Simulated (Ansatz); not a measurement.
**C2H3AlCl2O: up Jacob's ladder to CCSD(T)**

The task here is to estimate one member of a computed series from the others.

Method: functionals in def2-TZVPP, the program's frozen cores in correlated methods; program: Ansatz 0.2.0, Gaussian basis.

The runs, in order: LDA (SPW92), PBE-D4, revPBE-D4, BLYP-D4, r2SCAN-D4, B97M-V, PBE0-D4, B3LYP-D4, r2SCANh-D4, r2SCAN0-D4, HSE06-D4, BHLYP-D4, CAM-B3LYP-D4, LC-ωPBE, ωB97X-V, ωB97M-V, B2PLYP, PBE-QIDH; CCSD(T)/def2-SVP; CCSD(T)/def2-TZVPP; MP2/def2-QZVPP; extrapolation to the limit; RPA on PBE.

## Structure used throughout

An earlier PBE0-D4 in a triple-zeta def2 set relaxation fixed the geometry.

9 atoms, charge 0, spin multiplicity 1.

Atoms are counted from 1 here; the program's logs count them from 0.

Bond lengths: Cl1–C2 1.807 Å, C2–C3 1.543 Å, C2–O6 1.404 Å, C2–H7 1.091 Å, C3–Al4 1.935 Å, C3–H8 1.086 Å, C3–H9 1.092 Å, Al4–Cl5 2.071 Å, Al4–O6 1.726 Å. Angles: Cl1–C2–C3 110.5°, Cl1–C2–O6 110.0°, Cl1–C2–H7 104.9°, C3–C2–O6 106.9°, C3–C2–H7 114.4°, O6–C2–H7 110.2°, C2–C3–Al4 80.2°, C2–C3–H8 114.6°, C2–C3–H9 111.8°, Al4–C3–H8 122.2°, Al4–C3–H9 115.4°, H8–C3–H9 109.5°, C3–Al4–Cl5 148.5°, C3–Al4–O6 80.4°, Cl5–Al4–O6 130.9°, C2–O6–Al4 91.9°.

Set-up of the first run:

in.yaml

```yaml
crystal:
  periodic: [false, false, false]
  atoms:
    - {symbol: Cl, position_ang: [0.290381, -0.539324, 2.318773]}
    - {symbol: C, position_ang: [-0.534586, -0.339933, 0.723355]}
    - {symbol: C, position_ang: [0.421763, -0.709952, -0.429703]}
    - {symbol: Al, position_ang: [0.226535, 1.186142, -0.760533]}
    - {symbol: Cl, position_ang: [0.702672, 2.834183, -1.920346]}
    - {symbol: O, position_ang: [-0.898874, 1.002631, 0.535376]}
    - {symbol: H, position_ang: [-1.424810, -0.966523, 0.788498]}
    - {symbol: H, position_ang: [1.363372, -1.148705, -0.112872]}
    - {symbol: H, position_ang: [-0.057953, -1.364817, -1.159748]}
basis:
  gaussian: {orbitals: def2-TZVPP}
hamiltonian: {xc: lda}
output: {orbitals: {seedname: orbitals}}
```

Command:

```sh
ansatz run in.yaml --threads 4 --pin off --events-out ev --progress --plain --max-ram 10444MiB
```

Steps of the session up to this table: LDA; PBE-D4 (GGA); revPBE-D4 (GGA); BLYP-D4 (GGA); r2SCAN-D4 (meta-GGA); B97M-V (meta-GGA); PBE0-D4 (hybrid); B3LYP-D4 (hybrid); r2SCANh-D4 (hybrid); r2SCAN0-D4 (hybrid); HSE06-D4 (hybrid); BHLYP-D4 (hybrid); CAM-B3LYP-D4 (range-separated); LC-ωPBE (range-separated); ωB97X-V (range-separated); ωB97M-V (range-separated); B2PLYP (double hybrid); PBE-QIDH (double hybrid).

One table of the session follows, with a row left open; its other results are not shown here.

It belongs to the step «Orbital energies across the functionals». 

| functional | HOMO (eV) | gap (eV) |
| --- | --- | --- |
| LDA (SPW92) | -6.91 | 4.91 |
| PBE-D4 | -6.74 | 5.01 |
| revPBE-D4 | -6.67 | 5.07 |
| BLYP-D4 | -6.60 | 4.95 |
| r2SCAN-D4 | -7.02 | 5.64 |
| B97M-V | -7.10 | 5.57 |
| PBE0-D4 | -8.07 | 7.15 |
| B3LYP-D4 | -7.83 | 6.66 |
| r2SCANh-D4 | -7.51 | 6.39 |
| r2SCAN0-D4 | -8.25 | 7.52 |
| HSE06-D4 | ? | ? |
| BHLYP-D4 | -9.27 | 9.14 |
| CAM-B3LYP-D4 | -9.45 | 9.46 |
| LC-ωPBE | -10.83 | 12.03 |
| ωB97X-V | -10.46 | 11.49 |
| ωB97M-V | -10.31 | 11.06 |

Estimate the missing values for HSE06-D4.

**Answer.** HOMO (eV): -7.67; gap (eV): 6.38. In the column «HOMO (eV)» it lies between B3LYP-D4 (-7.83) and r2SCANh-D4 (-7.51).
